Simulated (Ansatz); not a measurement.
# AsH₃− (doublet): wave-function methods side by side at a displaced geometry (v1), aug-cc-pVDZ

Aim: climb from Hartree-Fock through coupled cluster for AsH₃− (doublet) at one geometry and basis, and see what each rung misses.

Computed with Ansatz 0.2.0, Gaussian basis. Level: aug-cc-pVDZ, core rule «outside noble gas», up to 14 orbitals frozen.

The runs, in order: UHF; CCSD(T) on ROHF; CCSD(T) on UHF; BCCD(T) on ROHF; CISD as a restricted active space (open shells left free, so some higher excitations enter); CCSDT(Q) on ROHF; CCSDT(Q) on UHF.

21 further runs of the same task are left out: 7 for a known fault of the program, 5 that didn't finish, 9 set aside as unsound or not needed. Runs told in other sessions of the task aren't counted.

## 1. What is computed

The geometry is a PBE0/def2-TZVPD stationary point (not a proven minimum) with its atoms shifted at random (size 0.040 Å). No spin-orbit coupling is included. The filled d shell of As may be among the frozen orbitals whatever the setting's name suggests.

4 atoms, charge -1, spin multiplicity 2.

Atoms are counted from 1 here; the program's logs count them from 0.

Bond lengths: As1–H2 1.547 Å, As1–H3 1.535 Å, As1–H4 1.581 Å. Angles: H2–As1–H3 94.5°, H2–As1–H4 95.9°, H3–As1–H4 97.1°.

In the tables R marks a restricted open-shell determinant and U an unrestricted one; energies count from the table's Hartree-Fock row.

## 2. UHF

Input file in.yaml:

```yaml
crystal:
  periodic: [false, false, false]
  atoms:
    - {symbol: As, position_ang: [0.000997, 0.001114, -0.031037]}
    - {symbol: H, position_ang: [1.289436, -0.034865, 0.823594]}
    - {symbol: H, position_ang: [-0.641357, 1.143146, 0.769193]}
    - {symbol: H, position_ang: [-0.722155, -1.191108, 0.714222]}
basis:
  gaussian: {orbitals: aug-cc-pVDZ}
total_charge: -1
magnetization: {spin_polarized: true, initial_magnetization: 1}
hamiltonian: {xc: hf}
output: {orbitals: {seedname: orbitals}}
```

Command:

```console
> ansatz run in.yaml --threads 1 --pin off --events-out ev --progress --plain --max-ram 2393MiB
```

Standard output:

```text
Functional definition: HF
  name "HF"
  cite "Fock, Z. Phys. 61, 126 (1930) doi:10.1007/BF01340294"
  parent pbe
  exchange = exact_x
  correlation = 0
675 factors; integrals over basis functions are off by at most 8.2e-4 eV
mean field evaluation 1: about -60839.3581 eV, gradient 1.2e1 eV
mean field evaluation 2: about -60839.3593 eV, gradient 1.2e1 eV
mean field evaluation 4: about -60840.9566 eV, gradient 1.2e0 eV
mean field evaluation 8: about -60840.9839 eV, gradient 2.4e-3 eV
mean field evaluation 16: about -60840.9276 eV, gradient 6.6e-1 eV
mean field evaluation 32: about -60839.9363 eV, gradient 1.9e-2 eV
mean field evaluation 64: about -60839.7501 eV, gradient 1.2e0 eV
mean field evaluation 96: about -60839.9152 eV, gradient 1.9e-1 eV
mean field -60840.98393083 eV, -2235.8649199578 hartree, gradient 2.4e-5 eV, S^2 0.751253; 0 other end points of the search recorded, 0 dependent functions left out
reference -60840.98393083 eV, -2235.8649199578 hartree; 19, 18 occupied and 44, 45 virtual orbitals, 675 factors
Total energy: -60840.98393083 eV, -2235.8649199578 hartree
```

Run time: 2.4 s. Hardware: 1 thread of Arm Neoverse V1, shared host.

From the report: ⟨S²⟩ of the determinant 0.751 (pure doublet: 0.75).

## 3. CCSD(T) on ROHF

in.yaml, as its differences from that of step 2:

```diff
@@ -10,4 +10,4 @@
 total_charge: -1
-magnetization: {spin_polarized: true, initial_magnetization: 1}
-hamiltonian: {xc: hf}
-output: {orbitals: {seedname: orbitals}}
+magnetization: {spin_polarized: false, initial_magnetization: 1}
+correlation: {method: ccsd_t, electrons: outside_noble_gas}
+output: {forces: true}
```

The command is unchanged.

Standard output, cut to the lines that bear on the results:

```text
Functional definition: HF
  name "HF"
  cite "Fock, Z. Phys. 61, 126 (1930) doi:10.1007/BF01340294"
  parent pbe
[...]
675 factors; integrals over basis functions are off by at most 8.2e-4 eV
[...]
mean field -60840.97855411 eV, -2235.8647223671 hartree, gradient 2.1e-6 eV, S^2 0.750000; 6 other end points of the search recorded, 0 dependent functions left out
[...]
determinant -60840.97855411 eV, -2235.8647223671 hartree, with singles and doubles -60845.59868417 eV, -2236.0345090152 hartree
determinant -60839.93278603 eV, -2235.8262910992 hartree, with singles and doubles -60844.45278314 eV, -2235.9923979289 hartree
14 core orbitals not correlated: weight in the atoms' cores, before any rotation towards them, 1.000 or more for the frozen orbitals, at most 0.000 for the correlated occupied ones
reference -60840.97855411 eV, -2235.8647223671 hartree; 5, 4 occupied and 44, 45 virtual orbitals, 675 factors
second order -3.81589307 eV of doubles, -0.00310318 eV of singles
cycle   1  -4.59798315 eV  change   -1.2e-1 eV  update   3.2e-2
[...]
cycle  13  -4.61469528 eV  change    1.1e-7 eV  update   3.6e-7
perturbative correction -0.14798299 eV, -0.0054382744 hartree
[...]
Total energy: -60845.74123237 eV, -2236.0397475650 hartree
Atom 0 at     0.000997     0.001114    -0.031037 Å, force    -0.042845    -0.423515    -0.274520 eV/Å
Atom 1 at     1.289436    -0.034865     0.823594 Å, force    -0.113194    -0.047772     0.096779 eV/Å
Atom 2 at    -0.641357     1.143146     0.769193 Å, force    -0.095276    -0.024708     0.224669 eV/Å
Atom 3 at    -0.722155    -1.191108     0.714222 Å, force     0.251315     0.495995    -0.046928 eV/Å
Dipole moment:     0.001996    -0.007118    -0.276194 e Å
```

Run time: 11 s. Hardware: 1 thread of Arm Neoverse V1, shared host.

From the report: correlation -4.7627 eV; T1 0.025; largest double amplitude 0.04.

## 4. CCSD(T) on UHF

in.yaml, as its differences from that of step 3:

```diff
@@ -10,3 +10,3 @@
 total_charge: -1
-magnetization: {spin_polarized: false, initial_magnetization: 1}
+magnetization: {spin_polarized: true, initial_magnetization: 1}
 correlation: {method: ccsd_t, electrons: outside_noble_gas}
```

Same command.

Standard output, cut to the lines that bear on the results:

```text
Functional definition: HF
  name "HF"
  cite "Fock, Z. Phys. 61, 126 (1930) doi:10.1007/BF01340294"
  parent pbe
[...]
675 factors; integrals over basis functions are off by at most 8.2e-4 eV
[...]
mean field -60840.98393083 eV, -2235.8649199578 hartree, gradient 3.1e-6 eV, S^2 0.751253; 8 other end points of the search recorded, 0 dependent functions left out
determinant -60840.98393083 eV, -2235.8649199578 hartree, with singles and doubles -60845.59816314 eV, -2236.0344898675 hartree
determinant -60839.93662087 eV, -2235.8264320267 hartree, with singles and doubles -60844.45505026 eV, -2235.9924812442 hartree
determinant -60839.91918597 eV, -2235.8257913062 hartree, with singles and doubles -60844.43390558 eV, -2235.9917041913 hartree
14 core orbitals not correlated: weight in the atoms' cores, before any rotation towards them, 1.000 or more for the frozen orbitals, at most 0.000 for the correlated occupied ones
reference -60840.98393083 eV, -2235.8649199578 hartree; 5, 4 occupied and 44, 45 virtual orbitals, 675 factors
second order -3.81628227 eV of doubles, -0.00000000 eV of singles
cycle   1  -4.59316455 eV  change   -1.2e-1 eV  update   3.1e-2
[...]
cycle  13  -4.60949982 eV  change    6.4e-8 eV  update   3.5e-7
perturbative correction -0.14793078 eV, -0.0054363559 hartree
[...]
Total energy: -60845.74136143 eV, -2236.0397523076 hartree
Atom 0 at     0.000997     0.001114    -0.031037 Å, force    -0.042804    -0.423437    -0.274721 eV/Å
Atom 1 at     1.289436    -0.034865     0.823594 Å, force    -0.113037    -0.047762     0.096840 eV/Å
Atom 2 at    -0.641357     1.143146     0.769193 Å, force    -0.095338    -0.024570     0.224720 eV/Å
Atom 3 at    -0.722155    -1.191108     0.714222 Å, force     0.251179     0.495770    -0.046839 eV/Å
Dipole moment:     0.001999    -0.007110    -0.276220 e Å
```

It took 11 s on 1 thread of Arm Neoverse V1, shared host.

From the report: ⟨S²⟩ of the determinant 0.751 (pure doublet: 0.75); correlation -4.7574 eV; T1 0.024; largest double amplitude 0.04.

## 5. BCCD(T) on ROHF

in.yaml, as its differences from that of step 4:

```diff
@@ -10,4 +10,3 @@
 total_charge: -1
-magnetization: {spin_polarized: true, initial_magnetization: 1}
-correlation: {method: ccsd_t, electrons: outside_noble_gas}
-output: {forces: true}
+magnetization: {spin_polarized: false, initial_magnetization: 1}
+correlation: {method: bccd_t, electrons: outside_noble_gas}
```

Launched as before.

Standard output, cut to the lines that bear on the results:

```text
Functional definition: HF
  name "HF"
  cite "Fock, Z. Phys. 61, 126 (1930) doi:10.1007/BF01340294"
  parent pbe
[...]
675 factors; integrals over basis functions are off by at most 8.2e-4 eV
[...]
mean field -60840.97855411 eV, -2235.8647223671 hartree, gradient 2.1e-6 eV, S^2 0.750000; 6 other end points of the search recorded, 0 dependent functions left out
[...]
determinant -60840.97855411 eV, -2235.8647223671 hartree, with singles and doubles -60845.59868417 eV, -2236.0345090152 hartree
determinant -60839.93278603 eV, -2235.8262910992 hartree, with singles and doubles -60844.45278314 eV, -2235.9923979289 hartree
14 core orbitals not correlated: weight in the atoms' cores, before any rotation towards them, 1.000 or more for the frozen orbitals, at most 0.000 for the correlated occupied ones
reference -60840.97855411 eV, -2235.8647223671 hartree; 5, 4 occupied and 44, 45 virtual orbitals, 675 factors
second order -3.81589307 eV of doubles, -0.00310318 eV of singles
cycle   1  -4.59858210 eV  change   -1.2e-1 eV  update   3.3e-2
[...]
cycle  10  -4.60678196 eV  change   -8.8e-7 eV  update   8.1e-6
perturbative correction -0.15681342 eV, -0.0057627868 hartree
Total energy: -60845.74214949 eV, -2236.0397812685 hartree
```

It took 6.5 s on 1 thread of Arm Neoverse V1, shared host.

From the report: correlation -4.7636 eV; largest double amplitude 0.04.

## 6. CISD as a restricted active space (open shells left free, so some higher excitations enter)

in.yaml, as its differences from that of step 5:

```diff
@@ -11,2 +11,2 @@
 magnetization: {spin_polarized: false, initial_magnetization: 1}
-correlation: {method: bccd_t, electrons: outside_noble_gas}
+correlation: {active_space: {ras: {orbitals: [4, 1, 44], electrons: 9, max_holes: 2, max_particles: 2}, fixed_orbitals: true}}
```

Launched as before.

Standard output:

```text
Functional definition: HF
  name "HF"
  cite "Fock, Z. Phys. 61, 126 (1930) doi:10.1007/BF01340294"
  parent pbe
  exchange = exact_x
  correlation = 0
675 factors; integrals over basis functions are off by at most 8.2e-4 eV
mean field evaluation 1: about -60839.3882 eV, gradient 1.7e1 eV
mean field evaluation 2: about -60839.3895 eV, gradient 1.7e1 eV
mean field evaluation 4: about -60840.9573 eV, gradient 1.5e0 eV
mean field evaluation 8: about -60840.9786 eV, gradient 4.0e-4 eV
mean field evaluation 16: about -60840.8917 eV, gradient 1.7e0 eV
mean field -60840.97855411 eV, -2235.8647223671 hartree, gradient 2.1e-6 eV, S^2 0.750000; 5 other end points of the search recorded, 0 dependent functions left out
reference -60840.97855411 eV, -2235.8647223671 hartree; 19, 18 occupied and 44, 45 virtual orbitals, 675 factors
state -60845.30177322 eV, -2236.0235977391 hartree
Total energy: -60845.30177322 eV, -2236.0235977391 hartree
```

Wall time 4.3 s (1 thread of Arm Neoverse V1, shared host).

From the report: 82,153 determinants.

## 7. CCSDT(Q) on ROHF

in.yaml, as its differences from that of step 6:

```diff
@@ -11,2 +11,2 @@
 magnetization: {spin_polarized: false, initial_magnetization: 1}
-correlation: {active_space: {ras: {orbitals: [4, 1, 44], electrons: 9, max_holes: 2, max_particles: 2}, fixed_orbitals: true}}
+correlation: {method: ccsdt_q, electrons: outside_noble_gas}
```

The command is unchanged.

Standard output, cut to the lines that bear on the results:

```text
Functional definition: HF
  name "HF"
  cite "Fock, Z. Phys. 61, 126 (1930) doi:10.1007/BF01340294"
  parent pbe
[...]
1102 factors; integrals over basis functions are off by at most 1.8e-7 eV
[...]
a density is far from that of the atoms, so the factors are made again for it
1154 factors; integrals over basis functions are off by at most 1.6e-7 eV
[...]
mean field -60840.97861495 eV, -2235.8647246028 hartree, gradient 5.1e-6 eV, S^2 0.750000; 8 other end points of the search recorded, 0 dependent functions left out
[...]
determinant -60840.97861495 eV, -2235.8647246028 hartree, with singles and doubles -60845.59844511 eV, -2236.0345002298 hartree
determinant -60839.93284533 eV, -2235.8262932781 hartree, with singles and doubles -60844.45305695 eV, -2235.9924079915 hartree
determinant -60839.91580798 eV, -2235.8256671671 hartree, with singles and doubles -60844.43189244 eV, -2235.9916302099 hartree
14 core orbitals not correlated: weight in the atoms' cores, before any rotation towards them, 1.000 or more for the frozen orbitals, at most 0.000 for the correlated occupied ones
reference -60840.97861495 eV, -2235.8647246028 hartree; 5, 4 occupied and 44, 45 virtual orbitals, 1154 factors
second order -3.81590445 eV of doubles, -0.00310318 eV of singles
cycle   1  -4.38052476 eV  change   -5.6e-1 eV  update   8.1e-2
[...]
cycle  16  -4.78631287 eV  change   -3.8e-7 eV  update   2.7e-7
perturbative correction -0.00652610 eV, -0.0002398298 hartree
Total energy: -60845.77145392 eV, -2236.0408581863 hartree
```

Run time: 86 s. Hardware: 1 thread of Arm Neoverse V1, shared host; peak memory 0.55 GiB.

From the report: correlation -4.7928 eV; T1 0.026; largest double amplitude 0.04.

## 8. CCSDT(Q) on UHF

in.yaml, as its differences from that of step 7:

```diff
@@ -10,3 +10,3 @@
 total_charge: -1
-magnetization: {spin_polarized: false, initial_magnetization: 1}
+magnetization: {spin_polarized: true, initial_magnetization: 1}
 correlation: {method: ccsdt_q, electrons: outside_noble_gas}
```

Launched as before.

Standard output, cut to the lines that bear on the results:

```text
Functional definition: HF
  name "HF"
  cite "Fock, Z. Phys. 61, 126 (1930) doi:10.1007/BF01340294"
  parent pbe
[...]
1102 factors; integrals over basis functions are off by at most 1.8e-7 eV
[...]
a density is far from that of the atoms, so the factors are made again for it
1154 factors; integrals over basis functions are off by at most 1.6e-7 eV
[...]
mean field -60840.98399166 eV, -2235.8649221934 hartree, gradient 6.4e-6 eV, S^2 0.751253; 4 other end points of the search recorded, 0 dependent functions left out
determinant -60840.98399166 eV, -2235.8649221934 hartree, with singles and doubles -60845.59848744 eV, -2236.0345017856 hartree
determinant -60839.93668022 eV, -2235.8264342080 hartree, with singles and doubles -60844.45480987 eV, -2235.9924724099 hartree
14 core orbitals not correlated: weight in the atoms' cores, before any rotation towards them, 1.000 or more for the frozen orbitals, at most 0.000 for the correlated occupied ones
reference -60840.98399166 eV, -2235.8649221934 hartree; 5, 4 occupied and 44, 45 virtual orbitals, 1154 factors
second order -3.81629363 eV of doubles, -0.00000000 eV of singles
cycle   1  -4.37695666 eV  change   -5.6e-1 eV  update   8.0e-2
[...]
cycle  16  -4.78096435 eV  change   -3.5e-7 eV  update   2.6e-7
perturbative correction -0.00684570 eV, -0.0002515749 hartree
Total energy: -60845.77180171 eV, -2236.0408709675 hartree
```

It took 78 s on 1 thread of Arm Neoverse V1, shared host; peak memory 0.48 GiB.

From the report: ⟨S²⟩ of the determinant 0.751 (pure doublet: 0.75); correlation -4.7878 eV; T1 0.025; largest double amplitude 0.04.

## 9. Misses and costs

The yardstick is UCCSDT(Q), where the cluster series has nearly closed. Rows without a time are mean-field rows or come out of runs for another level: lower rungs of the coupled-cluster runs, or the Hartree-Fock search. The times of RCCSD(T), UCCSD(T) include forces.

Differences are taken before rounding.

| method | energy from the lowest ROHF (kcal/mol) | from UCCSDT(Q) (kcal/mol) | time |
| --- | --- | --- | --- |
| ROHF | 0.00 | +110.53 |  |
| UHF | -0.12 | +110.41 |  |
| RMP2 | -88.07 | +22.47 |  |
| UMP2 | -88.13 | +22.41 |  |
| CISD | -99.70 | +10.84 | 4.3 s |
| RCCSD | -106.42 | +4.12 |  |
| UCCSD | -106.42 | +4.11 |  |
| RCCSD(T) | -109.83 | +0.70 | 11 s |
| UCCSD(T) | -109.83 | +0.70 | 11 s |
| BCCD(T) | -109.85 | +0.68 | 6.5 s |
| RCCSDT | -110.38 | +0.16 |  |
| UCCSDT | -110.38 | +0.16 |  |
| RCCSDT(Q) | -110.53 | +0.01 | 86 s |
| UCCSDT(Q) | -110.53 | 0 | 78 s |

Among the levels timed on like hardware and quicker than the yardstick, those that no quicker one beats, quickest first: CISD (4.3 s, +10.84 kcal/mol); BCCD(T) (6.5 s, +0.68 kcal/mol).

## 10. Summary of results

```
                         quantity                                                   value
    UCCSDT(Q) from the ROHF energy                                              -4.7932 eV
              RMP2 from UCCSDT(Q)                                         +22.47 kcal/mol
              UMP2 from UCCSDT(Q)                                         +22.41 kcal/mol
             RCCSD from UCCSDT(Q)                                          +4.12 kcal/mol
          RCCSD(T) from UCCSDT(Q)                                          +0.70 kcal/mol
          UCCSD(T) from UCCSDT(Q)                                          +0.70 kcal/mol
         RCCSDT(Q) from UCCSDT(Q)                                          +0.01 kcal/mol
levels within 1 kcal/mol (43 meV)  RCCSD(T), UCCSD(T), BCCD(T), RCCSDT, UCCSDT, RCCSDT(Q)
                    T1 diagnostic                                                   0.025
```

What this shows: RCCSD(T) misses by +0.70 kcal/mol, 0.6 % of the correlation energy. These misses are within one basis, not against nature; the frozen cores of restricted and unrestricted runs differ, which can shift their rows. The highest orbital lies above zero: the basis alone holds the extra electron.

With open shells the CI space here admits some higher excitations, so it is larger than plain CISD.

For cost: BCCD(T) gets within 0.68 kcal/mol in 6.5 s, where UCCSDT(Q) took 78 s; the quickest level in the cost chart, CISD, takes 4.3 s and misses by 10.84 kcal/mol.
